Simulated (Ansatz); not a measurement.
# MoS (I4/mmm, relaxed from a rocksalt start): equation of state

An exercise on one series of results from a longer session: the logs are not shown, and one member is left open.

Method: DFT r²SCAN, scalar-relativistic, plane waves, PAW, in Ansatz 0.2.0.

3 further runs of the same task are left out: 1 that didn't finish, 2 set aside as unsound or not needed. Runs told in other sessions of the task aren't counted.

### The starting structure

It takes space group I4/mmm (No. 139, tetragonal). Conventional cell: a = 3.610 Å, b = 3.610 Å, c = 5.090 Å, α = 90.00°, β = 90.00°, γ = 90.00°. Mo (site symmetry 4/mmm) is surrounded by 6 S at 2.54 to 2.55 Å. S (site symmetry 4/mmm) is surrounded by 6 Mo at 2.54 to 2.55 Å.

Structure file:

```
Mo S
1.0
     0.00000    2.55282    2.55282
     5.08990    2.55282    2.55282
     5.08990    5.10563    0.00000
Mo S
2 2
Direct
  0.50000 0.50000 0.00000
  0.50000 0.50000 0.50000
  0.00000 0.00000 0.00000
  0.00000 0.00000 0.50000
```

This cell comes from an earlier session at r²SCAN: 16.585 Å³/atom at 0.00 GPa, on a 12×12×6 mesh. The large moments point both ways and cancel.

Volume factors to run: 0.980, 1.020, 0.960, 1.040, 1.070.

The first run:

Contents of input.yaml:

```yaml
crystal:
  lattice:
    - [0.0, 2.5356816771, 2.535681677]
    - [5.0557412448, 2.5356816771, 2.535681677]
    - [5.0557412448, 5.071363354, -1.0e-10]
  atoms:
    - { symbol: Mo, position: [0.5, 0.5, 0.0], spin: 2.2 }
    - { symbol: S, position: [0.0, 0.0, 0.0] }
    - { symbol: Mo, position: [0.5, 0.5, 0.5], spin: -2.2 }
    - { symbol: S, position: [0.0, 0.0, 0.5] }
basis:
  ecutwfc: 500
  ecutrho_ratio: 4
kpoints:
  mp_grid: { grid: [12, 12, 6] }
hamiltonian:
  xc: r2scan
scf:
  occupations: { method: gaussian, width: 0.05 }
output:
  forces: true
  stress: true
  eigenvalues: true
  populations: true
magnetization:
  spin_polarized: true
relax:
  f_tol: 0.01
  max_steps: 40
  cell: { stress_tol: 0.1, fix: [volume] }
```

Command:

```
ansatz run input.yaml --threads 2 --pin off --max-ram 2662MiB --backend cpu --events-out ev --progress --plain --runs-dir out
```

Among the steps run: Volume × 0.980; At 1.020 of the relaxed volume; At 0.960 of the relaxed volume; At 1.040 of the relaxed volume; Volume × 1.070.

One table of the session follows, with a row left open; its other results are not shown here.

It belongs to the step «Energy and pressure against volume». 

| volume (Å³/atom) | energy (meV/atom) | pressure (GPa) | moment of atom 1 (μB) |
| --- | --- | --- | --- |
| 15.922 | 9.95 | 5.08 | 1.86 |
| 16.253 | ? | ? | ? |
| 16.585 | 0.00 | 0.00 | 2.00 |
| 16.917 | 2.18 | -1.97 | 2.08 |
| 17.249 | 7.67 | -3.40 | 2.17 |
| 17.746 | 21.91 | -5.49 | 2.29 |

Q: Estimate the row for volume (Å³/atom) = 16.253 from the others.

Worked estimate for «energy (meV/atom)». A straight line through the neighbours (15.922, 9.95) and (16.585, 0.00) gives 9.95 + (0.00 − 9.95) × (16.253 − 15.922) / (16.585 − 15.922) = 4.98; a parabola fitted to 3 rows on both sides gives 2.60.

As computed: energy (meV/atom): 2.31; pressure (GPa): 2.37; moment of atom 1 (μB): 1.93. In «energy (meV/atom)» the line misses by +2.67 and the parabola by +0.29.

Caveats from the session: Warnings in the runs' records: stability check not made.
